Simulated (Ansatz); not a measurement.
# C2H7AlSe: the cost of one run

Method: the settings change from run to run; program: Ansatz 0.2.0, Gaussian basis.

**1. The geometry**

The structure was relaxed beforehand with PBE0-D4 in a triple-zeta def2 set.

SMILES `[CH3][AlH][Se]C`, 11 atoms, charge 0, spin multiplicity 1.

Atoms are counted from 1 here; the program's logs count them from 0.

Bond lengths: C1–Al2 1.950 Å, C1–H5 1.096 Å, C1–H6 1.093 Å, C1–H7 1.093 Å, Al2–Se3 2.311 Å, Al2–H8 1.585 Å, Se3–C4 1.964 Å, C4–H9 1.087 Å, C4–H10 1.088 Å, C4–H11 1.087 Å. Angles: Al2–C1–H5 110.2°, Al2–C1–H6 112.7°, Al2–C1–H7 111.2°, H5–C1–H6 107.2°, H5–C1–H7 107.0°, H6–C1–H7 108.3°, C1–Al2–Se3 120.9°, C1–Al2–H8 124.2°, Se3–Al2–H8 115.0°, Al2–Se3–C4 100.3°, Se3–C4–H9 110.7°, Se3–C4–H10 106.6°, Se3–C4–H11 110.1°, H9–C4–H10 109.4°, H9–C4–H11 110.4°, H10–C4–H11 109.5°.

Geometry (Å):

```xyz
11

C    -1.5560    0.6444    0.4330
Al   -0.2102   -0.2688    1.5091
Se    1.7763   -0.9823    0.5672
C     1.4984   -0.4284   -1.2967
H    -1.3823    1.7262    0.4479
H    -1.5447    0.3295   -0.6132
H    -2.5607    0.4768    0.8306
H    -0.3562   -0.5552    3.0609
H     1.1678    0.6061   -1.3456
H     2.4605   -0.5248   -1.7959
H     0.7727   -1.0806   -1.7768
```

**2. revPBE/aug-cc-pVTZ**

Options: density fitting with def2-universal-jkfit.

Input file in.yaml:

```yaml
crystal:
  periodic: [false, false, false]
  atoms:
    - {symbol: C, position_ang: [-1.556025, 0.644428, 0.433020]}
    - {symbol: Al, position_ang: [-0.210183, -0.268833, 1.509112]}
    - {symbol: Se, position_ang: [1.776346, -0.982312, 0.567226]}
    - {symbol: C, position_ang: [1.498372, -0.428355, -1.296747]}
    - {symbol: H, position_ang: [-1.382348, 1.726159, 0.447866]}
    - {symbol: H, position_ang: [-1.544738, 0.329527, -0.613198]}
    - {symbol: H, position_ang: [-2.560747, 0.476779, 0.830629]}
    - {symbol: H, position_ang: [-0.356150, -0.555193, 3.060900]}
    - {symbol: H, position_ang: [1.167772, 0.606136, -1.345579]}
    - {symbol: H, position_ang: [2.460533, -0.524801, -1.795946]}
    - {symbol: H, position_ang: [0.772670, -1.080634, -1.776783]}
basis:
  gaussian: {orbitals: aug-cc-pVTZ, fitting: {mean_field: def2-universal-jkfit}}
hamiltonian: {xc: {name: revPBE}}
```

Started as:

```console
> ansatz run in.yaml --threads 4 --pin off --events-out ev --progress --plain --max-ram 10444MiB
```

What time and memory should one allow on 4 threads of Arm Neoverse V1, shared host?

About 4.5 s, with a peak of 0.67 GiB.
